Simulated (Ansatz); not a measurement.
Predict the output of the script below (Ansatz 0.2.0 through its Python package).

`cas_asbfh3.py`:
```python
import ansatz as az
from ase import Atoms

BASIS_SET = "def2-SVP"

atoms = Atoms(["F", "B", "As", "H", "H", "H"], positions=[
    [-2.0256, -0.1204, -0.7422],
    [-0.7696, -0.3919, -0.2294],
    [0.5655, 1.0993, 0.05],
    [-0.4122, -1.4959, 0.0283],
    [1.7327, 0.2617, -0.6436],
    [0.9513, 0.5832, 1.4906],
])
geometry = az.Crystal.molecule_from_ase(atoms)

base = geometry.calculation().basis(gaussian=BASIS_SET).correlation(active_electrons=6, active_orbitals=6)
for method in ["sc_nevpt2"]:
    data = (base if method is None else base.correlation(method)).run(threads=1, backend="cpu").report
    space = data["configurations"]
    state = space["states"][0]
    print(method or "casscf", f"total {data['free_energy_ev'] / 27.211386246:.6f} Ha, active-space state {state['energy']['hartree']:.6f} Ha, mean field {data['reference_energy_ev'] / 27.211386246:.6f} Ha")
    print("  determinants", state["n_determinants"], " natural occupations", [round(n, 3) for n in space["natural_occupations"]])
```

Output of `python cas_asbfh3.py`:
```text
RunWarning: the results are in doubt because another end's mean lies 1.410 eV lower, and its corrected mean 0.616 eV higher
sc_nevpt2 total -2360.226611 Ha, active-space state -2359.760271 Ha, mean field -2359.714609 Ha
  determinants 400  natural occupations [1.993, 1.964, 1.962, 0.041, 0.031, 0.009]
```
(Warnings from the package without file and line.)

Total energies depend on the basis set; only differences at equal settings carry meaning. The geometry is a force-field or estimated start, not a minimum of this method, and the basis set is short of its limit. The active space starts as a window about the frontier orbitals and is then optimised, not chosen by chemistry. A lower CASSCF solution was found and passed over, so the printed active-space state isn't the lowest. Hardware and time: 22 s on 1 thread of Arm Neoverse V1 (shared host), peak memory 0.25 GiB.

(Lines on the test bed's own set-up are left out of the output.)
